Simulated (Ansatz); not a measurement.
# Ag+ with HBr: superposition error and deformation, part 1 of 2

Aim: split the binding of a pair into the counterpoise interaction, the basis-set superposition error and the cost of deforming the fragments.

Computed with Ansatz 0.2.0, Gaussian basis. Level: PBE0-D4 structures, single points in def2-TZVPPD.

Levels: PBE-D4, revPBE-D4, BLYP-D4, r2SCAN-D4, B97M-V, PBE0-D4, B3LYP-D4, HSE06-D4, wB97X-V, wB97M-V, B2PLYP, Hartree-Fock, MP2, CCSD, CCSD(T).

Cores are frozen in the correlated methods. Filled d shells of the heavier atoms are correlated. Core potentials replace the inner electrons past krypton, and spin-orbit coupling is left out. B3LYP uses VWN-RPA correlation. B2PLYP carries no dispersion term here.

129 further runs of the same task are left out: 129 set aside as unsound or not needed.

## Step 1: The starting structure

The relaxed pair: 3 atoms, charge 1, spin multiplicity 1.

Atoms are counted from 1 here; the program's logs count them from 0.

Bond lengths: Ag1–Br2 2.587 Å, Br2–H3 1.432 Å. Angles: Ag1–Br2–H3 96.8°.

Coordinates:

```xyz
3
AgBrH
Ag    0.0331   -0.0260   -1.8429
Br    0.5115   -0.4009    0.6718
H    -0.5446    0.4269    1.1710
```

Atoms 1 to 1 are fragment A (Ag+), the rest fragment B (HBr). From earlier runs, pair energy (eV) and counterpoise interaction (meV):

```tsv
method	E(pair)	interaction
PBE-D4	-74045.12656	-1325
revPBE-D4	-74051.13140	-1182
BLYP-D4	-74055.22120	-1276
r2SCAN-D4	-74056.22837	-1268
B97M-V	-74042.54824	-1178
PBE0-D4	-74047.25137	-1140
B3LYP-D4	-74057.71542	-1151
HSE06-D4	-74047.34822	-1140
wB97X-V	-74048.35875	-1030
wB97M-V	-74049.75200	-1027
B2PLYP	-74042.71335	-1022
MP2	-74010.27400	-970
CCSD(T)	-74010.44919	-891
```

First each fragment is run alone in its own basis, frozen in the shape it has in the pair (a, b).

## Step 2: wB97X-V/def2-TZVPPD

The input, a/in.yaml:

```yaml
crystal:
  periodic: [false, false, false]
  atoms:
    - {symbol: Ag, position_ang: [0.033123, -0.025962, -1.842874]}
basis:
  gaussian: {orbitals: "def2-TZVPPD.json"}
total_charge: 1
hamiltonian: {xc: {name: wB97X-V}}
```

The input, b/in.yaml:

```yaml
crystal:
  periodic: [false, false, false]
  atoms:
    - {symbol: Br, position_ang: [0.511502, -0.400922, 0.671822]}
    - {symbol: H, position_ang: [-0.544626, 0.426884, 1.170952]}
basis:
  gaussian: {orbitals: "def2-TZVPPD.json"}
hamiltonian: {xc: {name: wB97X-V}}
```

The basis file named in the input lies beside it (Basis Set Exchange, JSON).

Each run has its own folder and the same command.

The run is started by

```
> ansatz run in.yaml --threads 2 --pin off --events-out ev --progress --plain --max-ram 5222MiB
```

a printed:

```text
Functional definition: wB97X-V
  name "wB97X-V"
  cite "Mardirossian & Head-Gordon, Phys. Chem. Chem. Phys. 16, 9904 (2014) doi:10.1039/C3CP54374A"
  cite "Becke, J. Chem. Phys. 107, 8554 (1997) doi:10.1063/1.475007"
  cite "Vydrov & Van Voorhis, J. Chem. Phys. 133, 244103 (2010) doi:10.1063/1.3521275"
  parameter omega = 0.3/bohr
  parameter cx = 0.167
  parameter cx1 = 0.603
  parameter cx2 = 1.194
  parameter css0 = 0.556
  parameter css1 = -0.257
  parameter cos0 = 1.219
  parameter cos1 = -1.850
  parameter b = 6.0
  parameter c = 0.01
  exchange = spin_sum(e_x_unif_sr(omega)*poly(b97_u_x, 1 - cx, cx1, cx2)) + cx*exact_x_sr(omega) + exact_x_lr(omega)
  correlation = spin_sum(e_c_pw_same_spin*poly(b97_u_same, css0, css1))
      + integral(e_c_pw_opposite_spin*poly(b97_u_opposite, cos0, cos1)) + vv10(b, c)
362 factors; their error is unknown
69 factors; integrals over basis functions are off by at most 2.3e-5 eV
mean field evaluation 1: about -3982.2798 eV, gradient 8.4e1 eV
mean field evaluation 2: about -3981.8097 eV, gradient 9.2e1 eV
mean field evaluation 4: about -3990.9912 eV, gradient 3.4e-1 eV
mean field evaluation 8: about -3991.0098 eV, gradient 1.8e-4 eV
mean field -3991.00975581 eV, -146.6669033224 hartree, gradient 1.9e-5 eV, S^2 0.000000; 0 other end points of the search recorded, 0 dependent functions left out
reference -3991.00975513 eV, -146.6669032973 hartree; 9, 9 occupied and 47, 47 virtual orbitals, 362 factors
Total energy: -3991.00975513 eV, -146.6669032973 hartree
```

Log of b:

```text
[... 17 set-up lines as earlier in the session ...]
      + integral(e_c_pw_opposite_spin*poly(b97_u_opposite, cos0, cos1)) + vv10(b, c)
515 factors; their error is unknown
102 factors; integrals over basis functions are off by at most 6.0e-5 eV
mean field evaluation 1: about -70055.8404 eV, gradient 8.9e0 eV
mean field evaluation 2: about -70056.0566 eV, gradient 4.1e0 eV
mean field evaluation 4: about -70056.1016 eV, gradient 3.4e-1 eV
mean field evaluation 8: about -70056.3157 eV, gradient 4.0e-3 eV
mean field -70056.31568349 eV, -2574.5221154919 hartree, gradient 1.7e-5 eV, S^2 0.000000; 0 other end points of the search recorded, 0 dependent functions left out
reference -70056.31568169 eV, -2574.5221154258 hartree; 18, 18 occupied and 56, 56 virtual orbitals, 515 factors
Total energy: -70056.31568169 eV, -2574.5221154258 hartree
```

Wall times: 1.1 s (a), 1.5 s (b) on 2 threads of Arm Neoverse V1, shared host; peak memory 0.3 GiB.

## Step 3: wB97M-V/def2-TZVPPD

Each input of step 2 (a, b) changes in the same lines:

```diff
-hamiltonian: {xc: {name: wB97X-V}}
+hamiltonian: {xc: {name: wB97M-V}}
```

One command serves all of them, each in its own folder.

The run is started by

```
> ansatz run in.yaml --threads 2 --pin off --events-out ev --progress --plain --max-ram 5222MiB
```

Log of a:

```text
Functional definition: wB97M-V
  name "wB97M-V"
  cite "Mardirossian & Head-Gordon, J. Chem. Phys. 144, 214110 (2016) doi:10.1063/1.4952647"
[... 2 set-up lines as earlier in the session ...]
  # Of w^i u^j: cxij and so on, Table III.
[... 1 set-up line as earlier in the session ...]
  parameter cx = 0.15
  parameter cx01 = 1.007
  parameter cx10 = 0.259
  parameter css00 = 0.443
  parameter css04 = -1.437
  parameter css10 = -4.535
  parameter css20 = -3.390
  parameter css43 = 4.278
  parameter cos00 = 1.000
  parameter cos10 = 1.358
  parameter cos20 = 2.924
  parameter cos21 = -8.812
  parameter cos60 = -1.390
  parameter cos61 = 9.142
[... 2 set-up lines as earlier in the session ...]
  gx(w, u) = 1 - cx + cx01*u + cx10*w
  gss(w, u) = css00 + css04*u^4 + css10*w + css20*w^2 + css43*w^4*u^3
  gos(w, u) = cos00 + cos10*w + (cos20 + cos21*u)*w^2 + (cos60 + cos61*u)*w^6
  exchange = spin_sum(e_x_unif_sr(omega)*gx(b97_w, b97_u_x)) + cx*exact_x_sr(omega) + exact_x_lr(omega)
  correlation = spin_sum(e_c_pw_mod_same_spin*gss(b97_w, b97_u_same))
      + integral(e_c_pw_mod_opposite_spin*gos(b97_w_opposite, b97_u_opposite)) + vv10(b, c)
357 factors; their error is unknown
69 factors; integrals over basis functions are off by at most 2.3e-5 eV
mean field evaluation 1: about -3981.2186 eV, gradient 8.4e1 eV
mean field evaluation 2: about -3980.2247 eV, gradient 9.4e1 eV
mean field evaluation 4: about -3990.0065 eV, gradient 2.3e-1 eV
mean field evaluation 8: about -3990.0230 eV, gradient 1.8e-4 eV
mean field -3990.02301799 eV, -146.6306413764 hartree, gradient 1.7e-5 eV, S^2 0.000000; 0 other end points of the search recorded, 0 dependent functions left out
reference -3990.02303441 eV, -146.6306419796 hartree; 9, 9 occupied and 47, 47 virtual orbitals, 357 factors
Total energy: -3990.02303441 eV, -146.6306419796 hartree
```

Log of b:

```text
[... 5 set-up lines as earlier in the session ...]
  # Of w^i u^j: cxij and so on, Table III.
[... 17 set-up lines as earlier in the session ...]
  gx(w, u) = 1 - cx + cx01*u + cx10*w
  gss(w, u) = css00 + css04*u^4 + css10*w + css20*w^2 + css43*w^4*u^3
  gos(w, u) = cos00 + cos10*w + (cos20 + cos21*u)*w^2 + (cos60 + cos61*u)*w^6
[... 2 set-up lines as earlier in the session ...]
      + integral(e_c_pw_mod_opposite_spin*gos(b97_w_opposite, b97_u_opposite)) + vv10(b, c)
508 factors; their error is unknown
102 factors; integrals over basis functions are off by at most 6.0e-5 eV
mean field evaluation 1: about -70058.2543 eV, gradient 8.3e0 eV
mean field evaluation 2: about -70058.4578 eV, gradient 4.3e0 eV
mean field evaluation 4: about -70058.5065 eV, gradient 3.2e-1 eV
mean field evaluation 8: about -70058.6979 eV, gradient 2.7e-3 eV
mean field -70058.69789090 eV, -2574.6096599997 hartree, gradient 1.6e-5 eV, S^2 0.000000; 0 other end points of the search recorded, 0 dependent functions left out
reference -70058.69794065 eV, -2574.6096618280 hartree; 18, 18 occupied and 56, 56 virtual orbitals, 508 factors
Total energy: -70058.69794065 eV, -2574.6096618280 hartree
```

They took 1.4 s (a), 1.8 s (b) on 2 threads of Arm Neoverse V1, shared host; peak memory 0.3 GiB.

## Step 4: B2PLYP/def2-TZVPPD

The same edit goes into each in.yaml of step 3 (a, b):

```diff
-hamiltonian: {xc: {name: wB97M-V}}
+hamiltonian: {xc: {name: B2PLYP}}
```

Each run has its own folder and the same command.

The run is started by

```
> ansatz run in.yaml --threads 2 --pin off --events-out ev --progress --plain --max-ram 5222MiB
```

a printed:

```text
Functional definition: B2PLYP
  name "B2PLYP"
  cite "Grimme, J. Chem. Phys. 124, 034108 (2006) doi:10.1063/1.2148954"
  cite "Becke, Phys. Rev. A 38, 3098 (1988) doi:10.1103/PhysRevA.38.3098"
  cite "Lee, Yang & Parr, Phys. Rev. B 37, 785 (1988) doi:10.1103/PhysRevB.37.785"
  parameter a = 0.53
  parameter c = 0.27
  exchange = (1 - a)*b88_x + a*exact_x
  correlation = (1 - c)*lyp_c + c*(mp2_os + mp2_ss)
395 factors; integrals over basis functions are off by at most 2.0e-4 eV
mean field evaluation 1: about -3975.9144 eV, gradient 8.2e1 eV
mean field evaluation 2: about -3975.9140 eV, gradient 8.2e1 eV
mean field evaluation 4: about -3984.2346 eV, gradient 8.3e-1 eV
mean field evaluation 8: about -3984.2332 eV, gradient 1.1e-2 eV
mean field -3984.23320043 eV, -146.4178695057 hartree, gradient 5.3e-6 eV, S^2 0.000000; 0 other end points of the search recorded, 0 dependent functions left out
reference -3984.23326793 eV, -146.4178719862 hartree; 9, 9 occupied and 47, 47 virtual orbitals, 395 factors
second order -18.96427897 eV of doubles, -0.00000000 eV of singles
Total energy: -3989.35362325 eV, -146.6060415735 hartree
```

b printed:

```text
[... 9 set-up lines as earlier in the session ...]
448 factors; integrals over basis functions are off by at most 1.6e-3 eV
mean field evaluation 1: about -70049.6204 eV, gradient 6.6e0 eV
mean field evaluation 2: about -70049.6328 eV, gradient 6.6e0 eV
mean field evaluation 4: about -70049.7984 eV, gradient 1.1e0 eV
mean field evaluation 8: about -70049.8002 eV, gradient 9.9e-3 eV
mean field evaluation 16: about -70049.8002 eV, gradient 2.0e-6 eV
mean field -70049.80021987 eV, -2574.2826766201 hartree, gradient 2.0e-6 eV, S^2 0.000000; 0 other end points of the search recorded, 0 dependent functions left out
9 core orbitals not correlated: weight in the atoms' cores, before any rotation towards them, 1.000 or more for the frozen orbitals, at most 0.000 for the correlated occupied ones
reference -70049.80033529 eV, -2574.2826808618 hartree; 9, 9 occupied and 56, 56 virtual orbitals, 448 factors
second order -9.30088281 eV of doubles, -0.00000000 eV of singles
Total energy: -70052.31157365 eV, -2574.3749671693 hartree
```

Wall times: 0.75 s (a), 0.85 s (b) on 2 threads of Arm Neoverse V1, shared host; peak memory 0.3 GiB.

## Step 5: B97M-V/def2-TZVPPD

Each input of step 4 (a, b) changes in the same lines:

```diff
-hamiltonian: {xc: {name: B2PLYP}}
+hamiltonian: {xc: {name: B97M-V}}
```

The same command starts each run, in its folder.

The run is started by

```
> ansatz run in.yaml --threads 2 --pin off --events-out ev --progress --plain --max-ram 5222MiB
```

a printed:

```text
Functional definition: B97M-V
  name "B97M-V"
  cite "Mardirossian & Head-Gordon, J. Chem. Phys. 142, 074111 (2015) doi:10.1063/1.4907719"
[... 2 set-up lines as earlier in the session ...]
  # Of w^i u^j: cxij and so on, Table III.
  parameter cx00 = 1.000
  parameter cx01 = 1.308
  parameter cx02 = 1.901
  parameter cx10 = 0.416
  parameter cx11 = 3.070
  parameter css00 = 1.000
  parameter css02 = -1.855
  parameter css10 = -5.668
  parameter css32 = -20.497
  parameter css42 = -20.364
[... 1 set-up line as earlier in the session ...]
  parameter cos01 = 1.573
  parameter cos03 = -6.298
  parameter cos10 = 2.535
  parameter cos32 = -6.427
[... 2 set-up lines as earlier in the session ...]
  gx(w, u) = cx00 + cx01*u + cx02*u^2 + (cx10 + cx11*u)*w
  gss(w, u) = css00 + css02*u^2 + css10*w + (css32*w^3 + css42*w^4)*u^2
  gos(w, u) = cos00 + cos01*u + cos03*u^3 + cos10*w + cos32*w^3*u^2
  exchange = spin_sum(e_x_unif_s*gx(b97_w, b97_u_x))
[... 1 set-up line as earlier in the session ...]
      + integral(e_c_pw_mod_opposite_spin*gos(b97_w_opposite, b97_u_opposite)) + vv10(b, c)
344 factors; their error is unknown
mean field evaluation 1: about -3980.2593 eV, gradient 9.3e1 eV
mean field evaluation 2: about -3925.0834 eV, gradient 2.0e2 eV
mean field evaluation 4: about -3991.2109 eV, gradient 7.4e-1 eV
mean field evaluation 8: about -3991.2114 eV, gradient 1.1e-3 eV
mean field -3991.21138221 eV, -146.6743129561 hartree, gradient 4.7e-6 eV, S^2 0.000000; 0 other end points of the search recorded, 0 dependent functions left out
reference -3991.21140216 eV, -146.6743136891 hartree; 9, 9 occupied and 47, 47 virtual orbitals, 344 factors
Total energy: -3991.21140216 eV, -146.6743136891 hartree
```

Log of b:

```text
[... 5 set-up lines as earlier in the session ...]
  # Of w^i u^j: cxij and so on, Table III.
[... 17 set-up lines as earlier in the session ...]
  gx(w, u) = cx00 + cx01*u + cx02*u^2 + (cx10 + cx11*u)*w
  gss(w, u) = css00 + css02*u^2 + css10*w + (css32*w^3 + css42*w^4)*u^2
  gos(w, u) = cos00 + cos01*u + cos03*u^3 + cos10*w + cos32*w^3*u^2
[... 2 set-up lines as earlier in the session ...]
      + integral(e_c_pw_mod_opposite_spin*gos(b97_w_opposite, b97_u_opposite)) + vv10(b, c)
479 factors; their error is unknown
mean field evaluation 1: about -70050.0330 eV, gradient 6.5e0 eV
mean field evaluation 2: about -70050.0914 eV, gradient 5.5e0 eV
mean field evaluation 4: about -70050.1592 eV, gradient 9.9e-2 eV
mean field evaluation 8: about -70050.1552 eV, gradient 1.5e-3 eV
mean field -70050.15519495 eV, -2574.2957217138 hartree, gradient 2.5e-5 eV, S^2 0.000000; 0 other end points of the search recorded, 0 dependent functions left out
reference -70050.15525889 eV, -2574.2957240634 hartree; 18, 18 occupied and 56, 56 virtual orbitals, 479 factors
Total energy: -70050.15525889 eV, -2574.2957240634 hartree
```

Times: 1.2 s (a), 1.8 s (b) on 2 threads of Arm Neoverse V1, shared host; peak memory 0.3 GiB.

## Step 6: CCSD(T)/def2-TZVPPD

Each input of step 5 (a, b) changes in the same lines:

```diff
-hamiltonian: {xc: {name: B97M-V}}
+correlation: {method: ccsd_t}
```

One command serves all of them, each in its own folder.

The run is started by

```
> ansatz run in.yaml --threads 2 --pin off --events-out ev --progress --plain --max-ram 5222MiB
```

a printed:

```text
Functional definition: HF
  name "HF"
  cite "Fock, Z. Phys. 61, 126 (1930) doi:10.1007/BF01340294"
  parent pbe
  exchange = exact_x
  correlation = 0
395 factors; integrals over basis functions are off by at most 2.0e-4 eV
mean field evaluation 1: about -3963.3719 eV, gradient 7.3e1 eV
mean field evaluation 2: about -3963.3722 eV, gradient 7.3e1 eV
mean field evaluation 4: about -3969.6874 eV, gradient 3.3e-1 eV
mean field evaluation 8: about -3969.6865 eV, gradient 7.2e-6 eV
mean field evaluation 16: about -3969.6865 eV, gradient 8.8e-2 eV
mean field -3969.68647865 eV, -145.8832873401 hartree, gradient 2.5e-7 eV, S^2 0.000000; 0 other end points of the search recorded, 0 dependent functions left out
reference -3969.68647865 eV, -145.8832873401 hartree; 9, 9 occupied and 47, 47 virtual orbitals, 395 factors
second order -16.71325402 eV of doubles, -0.00000000 eV of singles
cycle   1  -15.76527841 eV  change    9.5e-1 eV  update   5.8e-2
cycle   2  -16.01359257 eV  change   -2.5e-1 eV  update   1.6e-2
cycle   3  -16.05996437 eV  change   -4.6e-2 eV  update   3.6e-3
cycle   4  -16.05044661 eV  change    9.5e-3 eV  update   6.5e-4
cycle   5  -16.05025926 eV  change    1.9e-4 eV  update   1.4e-4
cycle   6  -16.05026467 eV  change   -5.4e-6 eV  update   2.0e-5
perturbative correction -0.39627891 eV, -0.0145629812 hartree
Total energy: -3986.13302223 eV, -146.4876866688 hartree
```

Log of b:

```text
[... 6 set-up lines as earlier in the session ...]
448 factors; integrals over basis functions are off by at most 1.6e-3 eV
mean field evaluation 1: about -70014.5465 eV, gradient 9.3e0 eV
mean field evaluation 2: about -70014.5658 eV, gradient 9.4e0 eV
mean field evaluation 4: about -70014.9453 eV, gradient 1.2e0 eV
mean field evaluation 8: about -70014.9528 eV, gradient 7.8e-5 eV
mean field evaluation 16: about -70014.9151 eV, gradient 1.2e0 eV
mean field -70014.95275465 eV, -2573.0020558938 hartree, gradient 1.8e-6 eV, S^2 0.000000; 0 other end points of the search recorded, 0 dependent functions left out
9 core orbitals not correlated: weight in the atoms' cores, before any rotation towards them, 1.000 or more for the frozen orbitals, at most 0.000 for the correlated occupied ones
reference -70014.95275465 eV, -2573.0020558938 hartree; 9, 9 occupied and 56, 56 virtual orbitals, 448 factors
second order -7.88063936 eV of doubles, -0.00000000 eV of singles
cycle   1  -7.96394455 eV  change   -8.3e-2 eV  update   4.5e-2
cycle   2  -8.15024950 eV  change   -1.9e-1 eV  update   1.2e-2
cycle   3  -8.15249851 eV  change   -2.2e-3 eV  update   3.9e-3
cycle   4  -8.15189211 eV  change    6.1e-4 eV  update   9.1e-4
cycle   5  -8.15198299 eV  change   -9.1e-5 eV  update   1.9e-4
cycle   6  -8.15188504 eV  change    9.8e-5 eV  update   5.1e-5
cycle   7  -8.15188277 eV  change    2.3e-6 eV  update   1.4e-5
perturbative correction -0.24620367 eV, -0.0090478180 hartree
Total energy: -70023.35084109 eV, -2573.3106798780 hartree
```

Wall times: 0.5 s (a), 0.8 s (b) on 2 threads of Arm Neoverse V1, shared host; peak memory 0.3 GiB.

## Step 7: Relaxing HBr alone

The input, relax-b/in.yaml:

```yaml
crystal:
  periodic: [false, false, false]
  atoms:
    - {symbol: Br, position_ang: [0.511502, -0.400922, 0.671822]}
    - {symbol: H, position_ang: [-0.544626, 0.426884, 1.170952]}
basis:
  gaussian: {orbitals: def2-TZVP}
hamiltonian: {xc: pbe0, dispersion: d4}
relax: {f_tol: 0.005, max_steps: 200}
```

The run is started by

```
> ansatz run in.yaml --threads 2 --pin off --events-out ev --progress --plain --max-ram 5222MiB
```

The program printed:

```text
Functional definition: PBE0
  name "PBE0"
  cite "Adamo & Barone, J. Chem. Phys. 110, 6158 (1999) doi:10.1063/1.478522"
  cite "Perdew, Burke & Ernzerhof, Phys. Rev. Lett. 77, 3865 (1996) doi:10.1103/PhysRevLett.77.3865"
[... 1 set-up line as earlier in the session ...]
  parameter a = 0.25
  parameter kappa = 0.804
  parameter beta = 0.06672455060314922
  exchange = (1 - a)*pbe_x(kappa = kappa, mu = beta*pi^2/3) + a*exact_x
  correlation = pbe_c(beta = beta)
457 factors; their error is unknown
mean field evaluation 1: about -70054.0276 eV, gradient 6.5e0 eV
mean field evaluation 2: about -70054.0930 eV, gradient 3.6e0 eV
mean field evaluation 4: about -70054.1306 eV, gradient 6.9e-2 eV
mean field evaluation 8: about -70054.5712 eV, gradient 4.9e-3 eV
mean field -70054.57118533 eV, -2574.4580063670 hartree, gradient 2.3e-5 eV, S^2 0.000000; 0 other end points of the search recorded, 0 dependent functions left out
the calculation of the forces begins
reference -70054.57120262 eV, -2574.4580070024 hartree; 18, 18 occupied and 36, 36 virtual orbitals, 457 factors
relax step   1: F+E_penalty+E_count = -70054.57670835 eV  Δ(F+E_penalty+E_count) = +0.000e0 eV  max|allowed force component| = 2.086e-1 eV/Å  Δτ_max = 0.0000 Å  (23 SCF iters, accepted)
these checks for a lower state are left out or cut short: starts, cluster_reference, orbital_swaps, neighbouring_geometries, increment
457 factors; their error is unknown
mean field evaluation 16: about -70054.1321 eV, gradient 3.8e-4 eV
mean field -70054.57273556 eV, -2574.4580633371 hartree, gradient 9.2e-6 eV, S^2 0.000000; 0 other end points of the search recorded, 0 dependent functions left out
the calculation of the forces begins
reference -70054.57275284 eV, -2574.4580639720 hartree; 18, 18 occupied and 36, 36 virtual orbitals, 457 factors
relax step   2: F+E_penalty+E_count = -70054.57825551 eV  Δ(F+E_penalty+E_count) = -1.547e-3 eV  max|allowed force component| = 3.598e-2 eV/Å  Δτ_max = 0.0046 Å  (28 SCF iters, accepted)
these checks for a lower state are left out or cut short: starts, cluster_reference, orbital_swaps, neighbouring_geometries, increment
457 factors; their error is unknown
mean field -70054.57278216 eV, -2574.4580650495 hartree, gradient 9.1e-6 eV, S^2 0.000000; 0 other end points of the search recorded, 0 dependent functions left out
the calculation of the forces begins
reference -70054.57279944 eV, -2574.4580656844 hartree; 18, 18 occupied and 36, 36 virtual orbitals, 457 factors
relax step   3: F+E_penalty+E_count = -70054.57830147 eV  Δ(F+E_penalty+E_count) = -4.597e-5 eV  max|allowed force component| = 3.422e-4 eV/Å  Δτ_max = 0.0009 Å  (29 SCF iters, accepted)
457 factors; their error is unknown
mean field evaluation 32: about -70054.1322 eV, gradient 1.2e-4 eV
mean field -70054.57278216 eV, -2574.4580650495 hartree, gradient 9.1e-6 eV, S^2 0.000000; 1 other end points of the search recorded, 0 dependent functions left out
the calculation of the forces begins
reference -70054.57279944 eV, -2574.4580656844 hartree; 18, 18 occupied and 36, 36 virtual orbitals, 457 factors
Total energy: -70054.57831875 eV, -2574.4582685154 hartree
Atom 0 at     0.507378    -0.397689     0.673771 Å, force     0.000342    -0.000268    -0.000162 eV/Å
Atom 1 at    -0.540502     0.423651     1.169003 Å, force    -0.000342     0.000268     0.000162 eV/Å
Dipole moment:    -0.146307     0.114677     0.069145 e Å
```

Wall time 1.7 s (2 threads of Arm Neoverse V1, shared host); peak memory 0.3 GiB.

Step by step:

```tsv
step	energy from step 1 (eV)	largest force component (eV/Å)
1	0.0000	0.2086
2	-0.0015	0.0360
3	-0.0016	0.0003
```

The bond:

```tsv
bond	before (Å)	after (Å)	change (Å)
Br1–H2	1.432	1.421	-0.011
```

(Continued in part 2 of 2.)
